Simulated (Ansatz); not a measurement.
# Si on WC(001): hop by a lattice vector of the surface, part 2 of 2

Wanted: the energy profile along the hop by a lattice vector of the surface, from relaxed end points and a band of images. The slab cell is 2×2, and the adsorbate is set down on it by hand.

Ansatz 0.2.0; DFT PBEsol, plane waves, PAW, scalar-relativistic, no spin polarisation. The steps go on from the part before.

## 6. What the band shows

Images 0 and 6 are the ends. Energies count from image 0; the path length is the program's own measure over all atoms.

| image | path (Å) | energy (eV) | C16–Si17 (Å) | C12–Si17 (Å) | Si17 x y z (Å) | band force (eV/Å) |
| --- | --- | --- | --- | --- | --- | --- |
| 0 | 0.000 | 0.0000 | 1.88 | 3.52 | -1.45 4.18 5.98 | - |
| 1 | 0.499 | 0.5187 | 1.85 | 3.18 | -1.82 4.40 6.13 | 0.008 |
| 2* | 0.999 | 0.9764 | 1.85 | 2.75 | -2.22 4.63 6.25 | 0.019 |
| 3 | 1.664 | 0.1994 | 1.86 | 1.99 | -2.75 4.87 6.15 | 0.047 |
| 4 | 2.330 | 0.6722 | 2.32 | 1.85 | -2.90 5.47 6.20 | 0.022 |
| 5 | 2.995 | 0.7829 | 3.02 | 1.85 | -2.90 6.09 6.18 | 0.003 |
| 6 | 3.661 | 0.0000 | 3.52 | 1.88 | -2.90 6.69 5.98 | - |

The star marks the climbing image.

image, energy (eV) and a bar:
```
        0      0.000 
        1      0.519 ################
        2      0.976 ##############################
        3      0.199 ######
        4      0.672 #####################
        5      0.783 ########################
        6      0.000
```

The top of the band by iteration:

| iteration | highest image above image 0 (eV) | largest band force (eV/Å) |
| --- | --- | --- |
| 1 | 2.5763 | 2.593 |
| 2 | 1.8570 | 1.658 |
| 3 | 1.3193 | 1.788 |
| 4 | 1.0425 | 1.937 |
| 5 | 0.9159 | 1.152 |
| 6 | 0.8486 | 1.044 |
| 7 | 0.8646 | 0.847 |
| 8 | 0.9840 | 0.315 |
| 9 | 0.9791 | 0.147 |
| 10 | 0.9769 | 0.115 |
| 11 | 0.9764 | 0.047 |

The band as a trajectory file:

```xyz
17
Lattice="5.795 0.000 0.000 -2.897 5.018 0.000 0.000 0.000 17.244" Properties=species:S:1:pos:R:3 pbc="T T T" image=0 dE=0.0000
W     0.000    0.000    1.000
C     1.449    0.847    2.320
W     0.002   -0.001    3.794
C     1.451    0.815    5.091
W    -1.449    2.509    1.000
C     0.010    3.340    2.320
W    -1.446    2.508    3.794
C    -0.016    3.355    5.091
W     2.897    0.000    1.000
C     4.347    0.836    2.289
W     2.900   -0.001    3.794
C     4.349    0.835    4.891
W     1.449    2.509    1.000
C     2.889    3.340    2.320
W     1.451    2.508    3.898
C     2.918    3.355    5.091
Si   -1.446    4.181    5.983
17
Lattice="5.795 0.000 0.000 -2.897 5.018 0.000 0.000 0.000 17.244" Properties=species:S:1:pos:R:3 pbc="T T T" image=1 dE=0.5187
W     0.000    0.000    1.000
C     1.447    0.849    2.313
W    -0.031    0.018    3.779
C     1.368    0.867    5.066
W    -1.449    2.509    1.000
C     0.000    3.345    2.326
W    -1.475    2.527    3.825
C    -0.088    3.398    5.052
W     2.897    0.000    1.000
C     4.335    0.842    2.294
W     2.869    0.014    3.825
C     4.326    0.849    4.915
W     1.449    2.509    1.000
C     2.885    3.340    2.313
W     1.420    2.526    3.871
C     2.832    3.402    5.065
Si   -1.822    4.399    6.130
17
Lattice="5.795 0.000 0.000 -2.897 5.018 0.000 0.000 0.000 17.244" Properties=species:S:1:pos:R:3 pbc="T T T" image=2 dE=0.9764
W     0.000    0.000    1.000
C     1.458    0.843    2.308
W    -0.012    0.006    3.759
C     1.380    0.839    5.050
W    -1.449    2.509    1.000
C     0.004    3.342    2.323
W    -1.450    2.510    3.842
C    -0.010    3.354    4.976
W     2.897    0.000    1.000
C     4.339    0.840    2.302
W     2.895    0.000    3.843
C     4.369    0.825    4.954
W     1.449    2.509    1.000
C     2.896    3.333    2.308
W     1.461    2.502    3.852
C     2.863    3.404    5.050
Si   -2.219    4.628    6.246
17
Lattice="5.795 0.000 0.000 -2.897 5.018 0.000 0.000 0.000 17.244" Properties=species:S:1:pos:R:3 pbc="T T T" image=3 dE=0.1994
W     0.000    0.000    1.000
C     1.476    0.832    2.307
W     0.033   -0.041    3.698
C     1.409    0.739    5.070
W    -1.449    2.509    1.000
C     0.009    3.329    2.339
W    -1.419    2.453    3.868
C     0.040    3.305    4.969
W     2.897    0.000    1.000
C     4.344    0.829    2.313
W     2.936   -0.032    3.873
C     4.500    0.720    5.084
W     1.449    2.509    1.000
C     2.907    3.305    2.307
W     1.489    2.458    3.864
C     2.937    3.367    5.061
Si   -2.752    4.872    6.150
17
Lattice="5.795 0.000 0.000 -2.897 5.018 0.000 0.000 0.000 17.244" Properties=species:S:1:pos:R:3 pbc="T T T" image=4 dE=0.6722
W     0.000    0.000    1.000
C     1.466    0.847    2.308
W     0.000    0.009    3.726
C     1.404    0.807    5.052
W    -1.449    2.509    1.000
C    -0.001    3.353    2.332
W    -1.461    2.531    3.855
C     0.003    3.336    4.969
W     2.897    0.000    1.000
C     4.328    0.847    2.308
W     2.897    0.026    3.856
C     4.394    0.808    5.051
W     1.449    2.509    1.000
C     2.897    3.341    2.305
W     1.462    2.530    3.856
C     2.900    3.462    5.034
Si   -2.896    5.467    6.202
17
Lattice="5.795 0.000 0.000 -2.897 5.018 0.000 0.000 0.000 17.244" Properties=species:S:1:pos:R:3 pbc="T T T" image=5 dE=0.7829
W     0.000    0.000    1.000
C     1.460    0.831    2.310
W     0.000   -0.033    3.770
C     1.432    0.746    5.056
W    -1.449    2.509    1.000
C     0.000    3.345    2.326
W    -1.446    2.482    3.835
C     0.001    3.264    5.024
W     2.897    0.000    1.000
C     4.335    0.831    2.310
W     2.898   -0.025    3.863
C     4.365    0.746    5.056
W     1.449    2.509    1.000
C     2.897    3.332    2.297
W     1.447    2.482    3.835
C     2.899    3.335    4.927
Si   -2.896    6.087    6.178
17
Lattice="5.795 0.000 0.000 -2.897 5.018 0.000 0.000 0.000 17.244" Properties=species:S:1:pos:R:3 pbc="T T T" image=6 dE=0.0000
W     0.000    0.000    1.000
C     1.459    0.831    2.320
W     0.002   -0.001    3.794
C     1.433    0.846    5.091
W    -1.449    2.509    1.000
C     0.001    3.356    2.320
W    -1.446    2.508    3.794
C     0.002    3.324    5.091
W     2.897    0.000    1.000
C     4.337    0.831    2.320
W     2.900   -0.001    3.898
C     4.366    0.846    5.091
W     1.449    2.509    1.000
C     2.898    3.345    2.289
W     1.451    2.508    3.794
C     2.900    3.345    4.891
Si   -2.895    6.690    5.983
```

## 7. The band again, with other settings

crystal.atoms is end A as relaxed above, and neb.final_atoms is the same geometry shifted by the lattice vector, with the slab's atoms relabelled. With 1 inner images the band has 3 in all.

The input, input.yaml:

```yaml
crystal:
  lattice:
    - [5.7948, 0.0, 0.0]
    - [-2.8974, 5.018444, 0.0]
    - [0.0, 0.0, 17.24425]
  atoms:
    - { symbol: W, position: [0.0, 0.0, 0.0579903] }
    - { symbol: C, position: [0.334525, 0.16879675, 0.13456362] }
    - { symbol: W, position: [0.00029723, -0.00018549, 0.22001069] }
    - { symbol: C, position: [0.33158551, 0.16233631, 0.29524924] }
    - { symbol: W, position: [0.0, 0.5, 0.0579903] }
    - { symbol: C, position: [0.33451866, 0.66551789, 0.13455818] }
    - { symbol: W, position: [0.00029814, 0.49977758, 0.22001258] }
    - { symbol: C, position: [0.33157118, 0.66854403, 0.2952472] }
    - { symbol: W, position: [0.5, 0.0, 0.0579903] }
    - { symbol: C, position: [0.83343347, 0.16660403, 0.13273235] }
    - { symbol: W, position: [0.50033435, -0.0001861, 0.22001288] }
    - { symbol: C, position: [0.83365042, 0.16646479, 0.28361379] }
    - { symbol: W, position: [0.5, 0.5, 0.0579903] }
    - { symbol: C, position: [0.83123609, 0.6655089, 0.13456448] }
    - { symbol: W, position: [0.5003107, 0.4998013, 0.22605773] }
    - { symbol: C, position: [0.83777313, 0.66852685, 0.29524967] }
    - { symbol: Si, position: [0.16696384, 0.83314359, 0.34697917] }
basis:
  ecutwfc: 420.0
kpoints:
  mp_grid: { grid: [4, 4, 1] }
hamiltonian:
  xc: pbesol
  pseudopotentials: { kind: paw, azcp: { folder: soft_1 } }
scf:
  occupations: { method: gaussian, width: 0.05 }
  lower_state_search: "off"
  max_iter: 51
neb:
  images: 1
  f_tol: 0.05
  max_iterations: 50
  order_check: false
  constraints: [{ sites: [0, 4, 8, 12] }]
  final_atoms:
    - { symbol: W, position: [0.0, 0.0, 0.0579903] }
    - { symbol: C, position: [0.33451866, 0.16551789, 0.13455818] }
    - { symbol: W, position: [0.00029814, -0.00022242, 0.22001258] }
    - { symbol: C, position: [0.33157118, 0.16854403, 0.2952472] }
    - { symbol: W, position: [0.0, 0.5, 0.0579903] }
    - { symbol: C, position: [0.334525, 0.66879675, 0.13456362] }
    - { symbol: W, position: [0.00029723, 0.49981451, 0.22001069] }
    - { symbol: C, position: [0.33158551, 0.66233631, 0.29524924] }
    - { symbol: W, position: [0.5, 0.0, 0.0579903] }
    - { symbol: C, position: [0.83123609, 0.1655089, 0.13456448] }
    - { symbol: W, position: [0.5003107, -0.0001987, 0.22605773] }
    - { symbol: C, position: [0.83777313, 0.16852685, 0.29524967] }
    - { symbol: W, position: [0.5, 0.5, 0.0579903] }
    - { symbol: C, position: [0.83343347, 0.66660403, 0.13273235] }
    - { symbol: W, position: [0.50033435, 0.4998139, 0.22001288] }
    - { symbol: C, position: [0.83365042, 0.66646479, 0.28361379] }
    - { symbol: Si, position: [0.16696384, 1.33314359, 0.34697917] }
```

The run is started by

```
$ ansatz run input.yaml --threads 4 --pin off --max-ram 10240MiB --backend cpu --events-out ev --progress --plain --runs-dir out
```

Standard output, shortened:

```text
Warning: neb: disabling space-group detection — the band's intermediate images generally break the endpoint symmetry, so no spatial operation reduces the k-mesh or symmetrises the density, except that a semilocal band can use its path's symmetry ahead of convergence; time reversal is [...]
Warning: <dir> the record states the generating functional pbe (its physics header spells it `PBE`), which answers neither for hamiltonian.xc's functional nor for the pbesol family's — results may be inconsistent (PPs are generated against a specific XC)
[...]
Warning: RAYON_NUM_THREADS=4 ignored (pool sized by the plan → 4); use --threads N
[...]
Pseudopotentials: kind: paw
Pseudopotential: W, paw, valence charge 14, recommended cutoff 420 eV (normal), <dir>
Pseudopotential: C, paw, valence charge 4, recommended cutoff 420 eV (normal), <dir>
Pseudopotential: Si, paw, valence charge 4, recommended cutoff 420 eV (normal), <dir>
Functional definition: PBEsol
[...]
NEB image 0
Crystal: 17 atoms, lattice volume = 501.478 Å³
Basis set: ecut = 420 eV, 9837 PW (Γ), exchange–correlation on 80×80×240 points (8 copies of the dense FFT grid, shifted against one another)
Bands: 91, of which v1, the nominal top of the filled ones, is band 74 counted from 1 (73 counted from 0)
Symmetry: 1 space group operations
k-points: 10 of 16 (time reversal used)
[...]
SCF iter   1: F=—  HF=-84659.692379 eV  |F-HF|=—  |Δ(HF+E_count)|=         —  Δρ=8.87e-2  dr2=1.42e2  ethr=3.10e-3  ⟨swp⟩=7.4  Hψ=4553  notcnv=0  defer=41
[...]
NSCF: frozen V_eff on 10 k-points
NEB image 2
[...]
SCF iter  10: F=—  HF=-84643.369024 eV  |F-HF|=—  |Δ(HF+E_count)|=   1.44e-4  Δρ=2.20e-5  dr2=2.76e-6  ethr=1.32e-8  ⟨swp⟩=2.5  Hψ=1309  notcnv=0  defer=99
[...]
NSCF: frozen V_eff on 10 k-points
NEB end point (image 0): max|allowed force component| = 1.567e-2 eV/Å (the criterion of neb.relax_end_points is 1.000e-2)
NEB end point (image 2): max|allowed force component| = 1.567e-2 eV/Å (the criterion of neb.relax_end_points is 1.000e-2)
NEB image 1
[...]
NEB iter   1: max|band force component| = 4.271e1 eV/Å  barrier→ = 12.4333 eV  barrier← = 12.4333 eV  Δτ_max = 0.2000 Å  (41 SCF iters)
[...]
NEB iter   7: max|band force component| = 1.039e0 eV/Å  barrier→ = 0.1449 eV  barrier← = 0.1449 eV  Δτ_max = 0.0876 Å  (9 SCF iters)
[...]
NEB iter   8: max|band force component| = 6.690e-1 eV/Å  barrier→ = 0.1296 eV  barrier← = 0.1296 eV  Δτ_max = 0.0555 Å  (9 SCF iters)
NEB image 1
```

## 8. The log goes on: band between the two ends

The log, continued, shortened:

```text
[...]
NEB iter   9: max|band force component| = 3.012e-1 eV/Å  barrier→ = 0.0925 eV  barrier← = 0.0925 eV  CI = image 1  Δτ_max = 0.0295 Å  (9 SCF iters)
[...]
NEB iter  12: max|band force component| = 3.505e-1 eV/Å  barrier→ = 0.0927 eV  barrier← = 0.0927 eV  CI = image 1  Δτ_max = 0.0207 Å  (6 SCF iters)
[...]
NEB iter  15: max|band force component| = 1.431e0 eV/Å  barrier→ = 0.2792 eV  barrier← = 0.2792 eV  CI = image 1  Δτ_max = 0.1665 Å  (9 SCF iters)
[...]
NEB iter  18: max|band force component| = 1.103e0 eV/Å  barrier→ = 1.1330 eV  barrier← = 1.1330 eV  CI = image 1  Δτ_max = 0.0940 Å  (10 SCF iters)
[...]
NEB iter  21: max|band force component| = 8.194e-2 eV/Å  barrier→ = 0.9782 eV  barrier← = 0.9782 eV  CI = image 1  Δτ_max = 0.0219 Å  (8 SCF iters)
[...]
    - { symbol: C, position: [0.33375742000228087, 0.6660326462862677, 0.1346912059613533] }
    - { symbol: W, position: [0.00011181592907932858, 0.5002023391795816, 0.22280181445538957] }
    - { symbol: C, position: [0.3328757332062594, 0.668629540334107, 0.2885811441437783] }
    - { symbol: W, position: [0.49999999999999994, 0.0, 0.0579903] }
    - { symbol: C, position: [0.8325844332005153, 0.16738852398182527, 0.13349921340955076] }
    - { symbol: W, position: [0.49999588615529805, 0.00025116541406871673, 0.22283438985043805] }
    - { symbol: C, position: [0.836513992220154, 0.16443343845355088, 0.2872825943142395] }
    - { symbol: W, position: [0.5, 0.5, 0.0579903] }
    - { symbol: C, position: [0.8319088271344144, 0.6641722193238047, 0.13391095393651023] }
    - { symbol: W, position: [0.5016366729144678, 0.4985427067638341, 0.22339948730018397] }
    - { symbol: C, position: [0.8333452961914689, 0.67841802489308, 0.29288229554246503] }
    - { symbol: Si, position: [0.07852855489530108, 0.9222135214659456, 0.36202933822496935] }
```

Wall time 6.4 min (4 threads of AMD EPYC 7R43 (Zen 3), shared host); peak memory 1.6 GiB.

## 9. Images and barrier

The 1 inner images lie between the fixed ends 0 and 2. Energy is taken from image 0, and the path length is the program's own coordinate along the band.

| image | path (Å) | energy (eV) | C16–Si17 (Å) | C12–Si17 (Å) | Si17 x y z (Å) | band force (eV/Å) |
| --- | --- | --- | --- | --- | --- | --- |
| 0 | 0.000 | 0.0000 | 1.88 | 3.52 | -1.45 4.18 5.98 | - |
| 1* | 0.950 | 0.9765 | 1.85 | 2.75 | -2.22 4.63 6.24 | 0.033 |
| 2 | 3.154 | 0.0000 | 3.52 | 1.88 | -2.90 6.69 5.98 | - |

The star marks the climbing image.

image, energy (eV) and a bar:
```
        0      0.000 
        1      0.976 ##############################
        2      0.000
```

## 10. Outcome

What follows sums up all 2 parts.

| quantity | value |
| --- | --- |
| end A | 6 moves, 2.459 eV lower |
| first band: barrier forwards | 0.98 eV |
| first band: barrier backwards | 0.98 eV |
| first band: second end relative to first | 0.000 eV |
| first band: highest image | 2 of 0 to 6, climbing |
| first band: band iterations | 11 |
| first band: lowest curvatures at the top | -4.35 and 1.98 eV/Å² |
| second band | top 0.976 eV above image 0, 23 iterations, 1 inner image |
| time, first and second band | 27 min and 6.4 min |

**Reading.** In the first band: the top lies 0.98 eV above the first end, or 38 kT at room temperature. Both ends agree in energy to 1 meV. Image 3 sits in a dip between two rises: the path passes through another minimum, and each half would need a band of its own. The program found one negative curvature at the climbing image, so it is a first-order saddle. The second band's top agrees with the first's to 1 meV, so the changed settings hardly move the height. The value is not shown to be converged in cell size (17 atoms) or k-mesh.
